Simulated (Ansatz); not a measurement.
CH6OSSi, SMILES CS[SiH2]O, a rigid torsion scan

Computed with Ansatz's Python interface.

Script `ch6ossi.py`:
```python
"""Rigid torsion scan of CH6OSSi."""

import logging
import sys

import ansatz as az
from ase import Atoms

logging.basicConfig(stream=sys.stdout, format="%(name)s: %(message)s")
log = logging.getLogger("calc")
log.setLevel(logging.INFO)

atoms = Atoms(["C", "S", "Si", "O", "H", "H", "H", "H", "H", "H"], positions=[
    [-1.2977, 0.207, -1.0338],
    [-0.6775, -1.1593, -0.1388],
    [0.721, -0.2512, 1.155],
    [2.0747, 0.2475, 0.1929],
    [-0.5583, 0.7542, -1.6283],
    [-1.8218, 0.9785, -0.365],
    [-2.0744, -0.102, -1.748],
    [1.2926, -1.241, 2.1243],
    [0.1479, 0.931, 1.8861],
    [2.2765, -0.4158, -0.4415],
])

# relax first, so that the scan starts from a minimum
first = (
    az.Crystal.molecule_from_ase(atoms).calculation()
    .basis(gaussian="cc-pVDZ")
    .functional("PBE0", dispersion="d4")
    .relax(force_tolerance=0.02, max_steps=80)
)
atoms.positions = first.run().report["positions_ang"]

start = atoms.get_dihedral(2, 1, 0, 4)
energies = {}
for turn in range(0, 121, 20):
    turned = atoms.copy()
    turned.set_dihedral(2, 1, 0, 4, start + turn, indices=[0, 4, 5, 6])
    calc = (
        az.Crystal.molecule_from_ase(turned).calculation()
        .basis(gaussian="cc-pVDZ")
        .functional("PBE0", dispersion="d4")
    )
    energies[round((start + turn) % 360)] = calc.run().report["free_energy_ev"]
floor = min(energies.values())
log.info("dihedral Si2-S1-C0-H4 (deg)   E - E(min) (eV)")
for angle, e in sorted(energies.items()):
    log.info(f"{angle:8d} {(e - floor):14.3f}  " + "#" * int(30 * (e - floor) / max(max(energies.values()) - floor, 1e-9)))
```

```console
$ python ch6ossi.py
calc: dihedral Si2-S1-C0-H4 (deg)   E - E(min) (eV)
calc:       55          0.000
calc:       75          0.010  ######
calc:       95          0.030  ###################
calc:      115          0.046  ##############################
calc:      135          0.042  ###########################
calc:      155          0.025  ################
calc:      175          0.019  ############
```

The scan is rigid and the energies are electronic, in a modest basis. With rigid groups the curve can differ much from the relaxed path, the start wasn't checked as a minimum of this torsion, and equivalent turns needn't return to the same energy. Hardware and time: 45 s on 1 thread of Intel(R) Xeon(R) Processor @ 2.30GHz (shared host), peak memory 0.32 GiB.
